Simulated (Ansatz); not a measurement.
# C2H6Ge2: a ladder of functionals and wavefunction methods

An exercise on one series of results from a longer session: the logs are not shown, and one member is left open.

Program: Ansatz 0.2.0, Gaussian basis. Level of theory: functionals in def2-TZVPP, the program's frozen cores in correlated methods. These are calculated values, not measurements.

Plan: LDA (SPW92), PBE-D4, revPBE-D4, BLYP-D4, r2SCAN-D4, B97M-V, PBE0-D4, B3LYP-D4, r2SCANh-D4, r2SCAN0-D4, HSE06-D4, BHLYP-D4, CAM-B3LYP-D4, LC-ωPBE, ωB97X-V, ωB97M-V, B2PLYP, PBE-QIDH; CCSD(T)/def2-SVP; CCSD(T)/def2-TZVPP; MP2/def2-QZVPP; extrapolation to the limit; RPA on PBE.

## The relaxed structure

All runs share one geometry, relaxed beforehand with PBE0-D4 in a triple-zeta def2 set.

SMILES `[GeH3][C]#[C][GeH3]`, 10 atoms, charge 0, spin multiplicity 1.

Atoms are counted from 1 here; the program's logs count them from 0.

Bond lengths: Ge1–C2 1.900 Å, Ge1–H5 1.533 Å, Ge1–H6 1.533 Å, Ge1–H7 1.533 Å, C2–C3 1.212 Å, C3–Ge4 1.900 Å, Ge4–H8 1.533 Å, Ge4–H9 1.533 Å, Ge4–H10 1.533 Å. Angles: C2–Ge1–H5 108.7°, C2–Ge1–H6 108.7°, C2–Ge1–H7 108.7°, H5–Ge1–H6 110.2°, H5–Ge1–H7 110.2°, H6–Ge1–H7 110.2°, Ge1–C2–C3 180.0°, C2–C3–Ge4 180.0°, C3–Ge4–H8 108.7°, C3–Ge4–H9 108.7°, C3–Ge4–H10 108.7°, H8–Ge4–H9 110.2°, H8–Ge4–H10 110.2°, H9–Ge4–H10 110.2°.

The first run:

File in.yaml:

```yaml
crystal:
  periodic: [false, false, false]
  atoms:
    - {symbol: Ge, position_ang: [0.992876, 2.283295, -0.270354]}
    - {symbol: C, position_ang: [0.245565, 0.548899, -0.065389]}
    - {symbol: C, position_ang: [-0.230791, -0.558383, 0.065586]}
    - {symbol: Ge, position_ang: [-0.976246, -2.293530, 0.270955]}
    - {symbol: H, position_ang: [0.193000, 3.041495, -1.336350]}
    - {symbol: H, position_ang: [0.911492, 3.016532, 1.073805]}
    - {symbol: H, position_ang: [2.455486, 2.140478, -0.707853]}
    - {symbol: H, position_ang: [-1.864028, -2.594961, -0.942306]}
    - {symbol: H, position_ang: [-1.810092, -2.322202, 1.557383]}
    - {symbol: H, position_ang: [0.165938, -3.312821, 0.357525]}
basis:
  gaussian: {orbitals: def2-TZVPP}
hamiltonian: {xc: lda}
output: {orbitals: {seedname: orbitals}}
```

Run with:

```bash
ansatz run in.yaml --threads 4 --pin off --events-out ev --progress --plain --max-ram 10444MiB
```

Among the steps run: LDA; PBE-D4 (GGA); revPBE-D4 (GGA); BLYP-D4 (GGA); r2SCAN-D4 (meta-GGA); B97M-V (meta-GGA); B3LYP-D4 (hybrid); r2SCANh-D4 (hybrid); r2SCAN0-D4 (hybrid); HSE06-D4 (hybrid); BHLYP-D4 (hybrid); CAM-B3LYP-D4 (range-separated); LC-ωPBE (range-separated); ωB97X-V (range-separated); ωB97M-V (range-separated); B2PLYP (double hybrid); PBE-QIDH (double hybrid).

One of the session's tables, all rows but one given; the rest of the session is left out.

It belongs to the step «Orbital energies across the functionals». 

```
  functional  HOMO (eV)  gap (eV)
 LDA (SPW92)      -6.92      5.64
      PBE-D4      -6.79      5.69
   revPBE-D4          ?         ?
     BLYP-D4      -6.62      5.67
   r2SCAN-D4      -7.04      6.13
      B97M-V      -7.08      6.14
     PBE0-D4      -7.97      7.77
    B3LYP-D4      -7.72      7.33
  r2SCANh-D4      -7.48      6.90
  r2SCAN0-D4      -8.14      8.04
    HSE06-D4      -7.57      6.99
    BHLYP-D4      -8.99      9.78
CAM-B3LYP-D4      -9.28     10.19
     LC-ωPBE     -10.70     12.73
     ωB97X-V     -10.31     12.23
     ωB97M-V     -10.17     11.95
```

**Question.** Estimate the row for revPBE-D4.

As computed: HOMO (eV): -6.73; gap (eV): 5.72. In the column «HOMO (eV)» it lies between PBE-D4 (-6.79) and BLYP-D4 (-6.62).
